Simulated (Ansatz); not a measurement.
# C2H5FGe: one species, many methods

The task here is to estimate one member of a computed series from the others.

Program: Ansatz 0.2.0, Gaussian basis. Level of theory: functionals in def2-TZVPP, the program's frozen cores in correlated methods. These are calculated values, not measurements.

The runs, in order: LDA (SPW92), PBE-D4, revPBE-D4, BLYP-D4, r2SCAN-D4, B97M-V, PBE0-D4, B3LYP-D4, r2SCANh-D4, r2SCAN0-D4, HSE06-D4, BHLYP-D4, CAM-B3LYP-D4, LC-ωPBE, ωB97X-V, ωB97M-V, B2PLYP, PBE-QIDH; CCSD(T)/def2-SVP; CCSD(T)/def2-TZVPP; MP2/def2-QZVPP; extrapolation to the limit; RPA on PBE.

**Structure used throughout**

The geometry comes from an earlier relaxation with PBE0-D4 in a triple-zeta def2 set; it is a stationary point, not always the lowest conformer.

9 atoms, charge 0, spin multiplicity 1.

Atoms are counted from 1 here; the program's logs count them from 0.

Bond lengths: F1–C2 1.368 Å, C2–C3 1.506 Å, C2–Ge4 1.954 Å, C2–H5 1.087 Å, C3–Ge4 1.959 Å, C3–H6 1.086 Å, C3–H7 1.085 Å, Ge4–H8 1.523 Å, Ge4–H9 1.521 Å. Angles: F1–C2–C3 116.3°, F1–C2–Ge4 122.2°, F1–C2–H5 110.7°, C3–C2–Ge4 67.5°, C3–C2–H5 116.5°, Ge4–C2–H5 117.4°, C2–C3–Ge4 67.2°, C2–C3–H6 114.2°, C2–C3–H7 118.2°, Ge4–C3–H6 112.8°, Ge4–C3–H7 123.2°, H6–C3–H7 113.6°, C2–Ge4–C3 45.3°, C2–Ge4–H8 118.7°, C2–Ge4–H9 118.9°, C3–Ge4–H8 119.9°, C3–Ge4–H9 115.2°, H8–Ge4–H9 118.4°.

The first run:

Input file in.yaml:

```yaml
crystal:
  periodic: [false, false, false]
  atoms:
    - {symbol: F, position_ang: [0.576071, -0.299954, -1.963816]}
    - {symbol: C, position_ang: [0.026402, 0.347006, -0.891234]}
    - {symbol: C, position_ang: [0.834020, 0.335546, 0.380382]}
    - {symbol: Ge, position_ang: [-0.871736, -0.611664, 0.555887]}
    - {symbol: H, position_ang: [-0.390617, 1.305055, -1.191644]}
    - {symbol: H, position_ang: [1.687205, -0.336037, 0.359509]}
    - {symbol: H, position_ang: [1.038913, 1.283487, 0.866307]}
    - {symbol: H, position_ang: [-2.044225, 0.058140, 1.260457]}
    - {symbol: H, position_ang: [-0.767531, -2.127878, 0.607152]}
basis:
  gaussian: {orbitals: def2-TZVPP}
hamiltonian: {xc: lda}
output: {orbitals: {seedname: orbitals}}
```

Command:

```bash
$ ansatz run in.yaml --threads 4 --pin off --events-out ev --progress --plain --max-ram 10444MiB
```

Steps of the session up to this table: LDA; PBE-D4 (GGA); revPBE-D4 (GGA); BLYP-D4 (GGA); r2SCAN-D4 (meta-GGA); B97M-V (meta-GGA); B3LYP-D4 (hybrid); r2SCANh-D4 (hybrid); r2SCAN0-D4 (hybrid); HSE06-D4 (hybrid); BHLYP-D4 (hybrid); CAM-B3LYP-D4 (range-separated); LC-ωPBE (range-separated); ωB97X-V (range-separated); ωB97M-V (range-separated); B2PLYP (double hybrid); PBE-QIDH (double hybrid).

One of the session's tables, all rows but one given; the rest of the session is left out.

It belongs to the step «Frontier levels by functional». 

```
  functional  HOMO (eV)  gap (eV)
 LDA (SPW92)      -5.72      4.92
      PBE-D4      -5.55      4.95
   revPBE-D4      -5.48      4.97
     BLYP-D4      -5.42      4.89
   r2SCAN-D4      -5.77      5.39
      B97M-V      -5.77      5.32
     PBE0-D4      -6.65      6.87
    B3LYP-D4      -6.47      6.43
  r2SCANh-D4          ?         ?
  r2SCAN0-D4      -6.81      7.15
    HSE06-D4      -6.26      6.10
    BHLYP-D4      -7.65      8.67
CAM-B3LYP-D4      -7.95      9.12
     LC-ωPBE      -9.23     11.55
     ωB97X-V      -8.89     11.10
     ωB97M-V      -8.79     10.79
```

**Question.** Estimate the row for r2SCANh-D4.

Worked estimate for «HOMO (eV)». Against the share of exact exchange, r2SCAN-D4 (0, -5.77), r2SCAN0-D4 (0.25, -6.81) give a slope of -4.16 per unit share; at 0.1 the line stands at -6.19.

As computed: HOMO (eV): -6.18; gap (eV): 6.10. In «HOMO (eV)» the line misses by -0.01.
